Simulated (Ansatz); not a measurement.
# LiSi, space group Fd-3m: a test of the smearing width

With the Ansatz DFT code, driven from Python.

`POSCAR`
```text
LiSi
1.0
   0.00000000    3.11060500    3.11060500
   3.11060500    0.00000000    3.11060500
   3.11060500    3.11060500    0.00000000
Li Si
2 2
Direct
   0.50000000    0.50000000    0.50000000
   0.75000000    0.75000000    0.75000000
   0.25000000    0.25000000    0.25000000
   0.00000000    0.00000000    0.00000000
```

Notebook, run cell by cell (the value of a cell's last expression is shown):

**Cell 1**
```python
import ansatz as az
from ase.io import read
import matplotlib.pyplot as plt
```

**Cell 2**
```python
atoms = read("POSCAR", format="vasp")
xtal = az.Crystal.from_ase(atoms)
```

**Cell 3**
```python
xtal.resolved().tree()["lattice"]
```
Output:
```text
((0.0, 3.110605, 3.110605), (3.110605, 0.0, 3.110605), (3.110605, 3.110605, 0.0))
```

**Cell 4**
```python
base = xtal.calculation()
base = base.basis(380)
base = base.scf(tolerance=1e-09, algorithm="direct_min")
base = base.functional("pbesol").kpoints(4, center="gamma")
```

**Cell 5**
```python
rows = []
for value in [0.3, 0.2, 0.1, 0.05]:
    data = base.occupations("methfessel_paxton", width=value).run().report
    rows.append((value, data["free_energy_ev"] / len(data["lattice"]["sites"]), data["n_iterations"], data["n_kpoints"]))

print("  width (eV)   F/atom (eV)    iterations      k-points")
for row in rows:
    print(f"{str(row[0]):>12s}  {row[1]:12.5f}  {row[2]:12d}  {row[3]:12d}")
```
Output:
```text
DeckWarning: basis.ecutwfc = 380 eV is below the records' recommended 420 eV, and the density's cutoff is lower with it unless basis.ecutrho_ratio is high enough to keep the records' density cutoff: compare with a run at a higher cutoff
  width (eV)   F/atom (eV)    iterations      k-points
         0.3    -412.30180             9             8
         0.2    -412.30189             8             8
         0.1    -412.30226             8             8
        0.05    -412.30246             6             8
```

**Cell 6**
```python
# the last row is the reference
for row in rows[:-1]:
    shift = 1000 * (row[1] - rows[-1][1])
    print(f"{row[0]}: {shift:+.2f} meV/atom" + ("  (within 5 meV)" if abs(shift) < 5 else ""))
plt.figure(figsize=(4.5, 3))
plt.plot([str(row[0]) for row in rows], [1000 * (row[1] - rows[-1][1]) for row in rows], "o-")
plt.xlabel("width (eV)")
plt.ylabel("F - F(last) (meV/atom)")
plt.tight_layout()
plt.savefig("smear.png", dpi=100)
```
Output:
```text
0.3: +0.65 meV/atom  (within 5 meV)
0.2: +0.57 meV/atom  (within 5 meV)
0.1: +0.20 meV/atom  (within 5 meV)
```

Going from 0.05 to 0.3 eV changes F by +0.7 meV an atom. This scheme is built to cancel the term in the square of the width, so the shifts stay small and are partly the mesh's error.

The cutoff lies under the one recommended for these potentials. The mesh is modest for a metal, so energies can be off by several to tens of meV an atom and pressures by half a GPa or more; differences at equal mesh fare better. The narrowest width needs the finest mesh, so the last row is no converged reference. This cell is a computed structure, which may not be the phase found in nature. Warnings are shown shortened and without file and line. Hardware and time: 6.4 s on 1 thread of Arm Neoverse V1 (shared host), peak memory 0.41 GiB.
